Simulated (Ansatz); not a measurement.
# NaPt: the cost of one run

Method: DFT r2SCAN, scalar-relativistic, plane waves, PAW, in Ansatz 0.2.0.

## 1. The system as given

It takes space group P-6m2 (No. 187, hexagonal). Conventional cell: a = 2.851 Å, b = 2.851 Å, c = 4.890 Å, α = 90.00°, β = 90.00°, γ = 120.00°. Na (site symmetry -6m2) is surrounded by 6 Na at 2.85 Å and 6 Pt at 2.95 Å. Pt (site symmetry -6m2) has 6 Pt at 2.85 Å and 6 Na at 2.95 Å as nearest neighbours.

Structure file:

```xyz
2
Lattice="2.8510 0.0000 0.0000 -1.4255 2.4690 0.0000 0.0000 0.0000 4.8898" Properties=species:S:1:pos:R:3 pbc="T T T"
Na    1.4255    0.8230    2.4449
Pt    0.0000    1.6460    0.0000
```

This is candidate A: structure listed in a database for this formula (P-6m2, No. 187).

(A quick probe on a coarse mesh, which set the mesh and smearing, is not shown.)

## 3. Full relaxation (candidate A)

Contents of input.yaml:

```yaml
crystal:
  lattice:
    - [2.8509691199, 0.0, 0.0]
    - [-1.42548456, 2.4690116833, 0.0]
    - [0.0, 0.0, 4.8898320008]
  atoms:
    - { symbol: Na, position: [0.66666667, 0.33333333, 0.5] }
    - { symbol: Pt, position: [0.33333333, 0.66666667, 0.0] }
basis:
  ecutwfc: 500
kpoints:
  mp_grid: { grid: [24, 24, 12] }
hamiltonian:
  xc: r2scan
scf:
  occupations: { method: gaussian, width: 0.1 }
output:
  forces: true
  stress: true
  eigenvalues: true
relax:
  adjacent_minimum: "off"
  f_tol: 0.01
  max_steps: 80
  cell: { stress_tol: 0.05 }
```

The run is started by

```bash
ansatz run input.yaml --threads 1 --pin off --max-ram 2560MiB --backend cpu --events-out ev --progress --plain --runs-dir out
```

What time and memory should one allow on 1 thread of Intel Xeon Platinum 8259CL at 2.50GHz (Skylake/Cascade Lake), shared host?

About 5.1 min, with a peak of 0.78 GiB.
